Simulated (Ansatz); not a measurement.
**C₂H₆OSeSi: up Jacob's ladder to CCSD(T)**

The task here is to estimate one member of a computed series from the others.

Computed with Ansatz 0.2.0, Gaussian basis. Level: functionals in def2-TZVPP, the program's frozen cores in correlated methods.

Levels to be run: PBE-D4, r2SCAN-D4, PBE0-D4, B3LYP-D4, ωB97X-V, ωB97M-V, B2PLYP; CCSD(T)/def2-TZVPP; MP2/def2-QZVPP; extrapolation to the limit.

## Structure used throughout

The geometry comes from an earlier relaxation with PBE0-D4 in a triple-zeta def2 set; it is a stationary point, not always the lowest conformer.

SMILES `C[Si]1([SeH])CO1`, 11 atoms, charge 0, spin multiplicity 1.

Atoms are counted from 1 here; the program's logs count them from 0.

Bond lengths: C1–Si2 1.850 Å, C1–H6 1.093 Å, C1–H7 1.092 Å, C1–H8 1.092 Å, Si2–Se3 2.260 Å, Si2–C4 1.802 Å, Si2–O5 1.653 Å, Se3–H9 1.468 Å, C4–O5 1.491 Å, C4–H10 1.088 Å, C4–H11 1.089 Å. Angles: Si2–C1–H6 110.5°, Si2–C1–H7 111.0°, Si2–C1–H8 109.5°, H6–C1–H7 108.3°, H6–C1–H8 108.6°, H7–C1–H8 108.9°, C1–Si2–Se3 109.2°, C1–Si2–C4 124.9°, C1–Si2–O5 118.7°, Se3–Si2–C4 122.8°, Se3–Si2–O5 118.0°, C4–Si2–O5 50.9°, Si2–Se3–H9 92.1°, Si2–C4–O5 59.4°, Si2–C4–H10 122.0°, Si2–C4–H11 123.1°, O5–C4–H10 112.4°, O5–C4–H11 112.5° and more.

Set-up of the first run:

Contents of in.yaml:

```yaml
crystal:
  periodic: [false, false, false]
  atoms:
    - {symbol: C, position_ang: [-1.716787, 0.329464, 0.165643]}
    - {symbol: Si, position_ang: [0.100989, -0.007032, 0.235918]}
    - {symbol: Se, position_ang: [0.612225, -0.911229, 2.242948]}
    - {symbol: C, position_ang: [1.179053, -0.147423, -1.201322]}
    - {symbol: O, position_ang: [1.141015, 1.109346, -0.400147]}
    - {symbol: H, position_ang: [-2.004598, 1.040656, 0.943533]}
    - {symbol: H, position_ang: [-2.290280, -0.588476, 0.311157]}
    - {symbol: H, position_ang: [-1.971721, 0.755406, -0.806559]}
    - {symbol: H, position_ang: [2.037735, -0.993812, 1.901859]}
    - {symbol: H, position_ang: [2.146665, -0.643252, -1.150061]}
    - {symbol: H, position_ang: [0.830905, -0.000546, -2.222371]}
basis:
  gaussian: {orbitals: def2-TZVPP}
hamiltonian: {xc: pbe, dispersion: d4}
output: {forces: true, orbitals: {seedname: orbitals}}
```

The run is started by

```sh
> ansatz run in.yaml --threads 4 --pin off --events-out ev --progress --plain --max-ram 10444MiB
```

Steps of the session up to this table: PBE-D4 (GGA); r2SCAN-D4 (meta-GGA); PBE0-D4 (hybrid); B3LYP-D4 (hybrid); ωB97X-V (range-separated); ωB97M-V (range-separated); B2PLYP (double hybrid); CCSD(T) in def2-TZVPP; MP2 in def2-QZVPP.

One table of the session follows, with a row left open; its other results are not shown here.

| method | atomisation energy (kJ/mol) |
| --- | --- |
| PBE-D4 | ? |
| r2SCAN-D4 | 4046.1 |
| PBE0-D4 | 4029.1 |
| B3LYP-D4 | 4008.3 |
| ωB97X-V | 4037.2 |
| ωB97M-V | 4027.5 |
| B2PLYP | 3967.8 |
| HF/def2-TZVPP | 2862.4 |
| MP2/def2-TZVPP | 3986.2 |
| CCSD/def2-TZVPP | 3847.0 |
| CCSD(T)/def2-TZVPP | 3915.2 |
| MP2/CBS | 4102.3 |
| CCSD(T)/CBS | 4031.3 |

Q: Estimate the row for PBE-D4 from the others.

As computed: atomisation energy (kJ/mol): 4105.6. In the column «atomisation energy (kJ/mol)» it is the highest.

Caveats from the session: Free atoms (2 C, 1 Si, 1 Se, 1 O, 6 H) were run apart at each level; the atomisation energy is their sum less the molecule, without zero-point or spin-orbit terms.
